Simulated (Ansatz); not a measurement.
# Zn (Zinc): the cost of one run

Program: Ansatz 0.2.0. Level of theory: DFT r²SCAN, frozen-core PAW, scalar-relativistic unless said. These are calculated values, not measurements.

The COD entry's cell or inner coordinates are ideal or old and differ from later refinements, so a difference from it is no clean test against experiment.

### Step 1. The system as given

Symmetry: P6_3/mmc, No. 194, hexagonal system. The conventional cell has a = 2.670 Å, b = 2.670 Å, c = 4.966 Å, α = 90.00°, β = 90.00°, γ = 120.00°. Around Zn (site symmetry -6m2) lie 12 Zn at 2.67 to 2.92 Å.

Coordinates:

```xyz
2
Lattice="2.6700 0.0000 0.0000 -1.3350 2.3123 0.0000 0.0000 0.0000 4.9660" Properties=species:S:1:pos:R:3 pbc="T T T"
Zn    0.0000    1.5415    1.2415
Zn    1.3350    0.7708    3.7245
```

Cartesian axes are those of the input's lattice vectors. The structure goes back to a database entry.

### Step 2. Cell and atoms relaxed, PAW

File input.yaml:

```yaml
crystal:
  lattice:
    - [2.67, 0.0, 0.0]
    - [-1.335, 2.3122878281, 0.0]
    - [0.0, 0.0, 4.966]
  atoms:
    - { symbol: Zn, position: [0.333333333333, 0.666666666667, 0.25] }
    - { symbol: Zn, position: [0.666666666667, 0.333333333333, 0.75] }
kpoints:
  mp_grid: { grid: [20, 20, 10] }
scf:
  occupations: { method: fermi_dirac, width: 0.1 }
hamiltonian:
  xc: r2scan
  pseudopotentials: { kind: paw }
relax:
  f_tol: 0.002
  max_steps: 80
  cell: {}
output:
  forces: true
  stress: true
```

Command:

```sh
> ansatz run input.yaml --threads 1 --pin off --max-ram 3072MiB --backend cpu --events-out ev --progress --plain --runs-dir out
```

What time and memory should one allow on 1 thread of Intel Xeon Platinum 8375C at 2.90GHz (Ice Lake), shared host?

About 1.7 min, with a peak of 0.54 GiB.
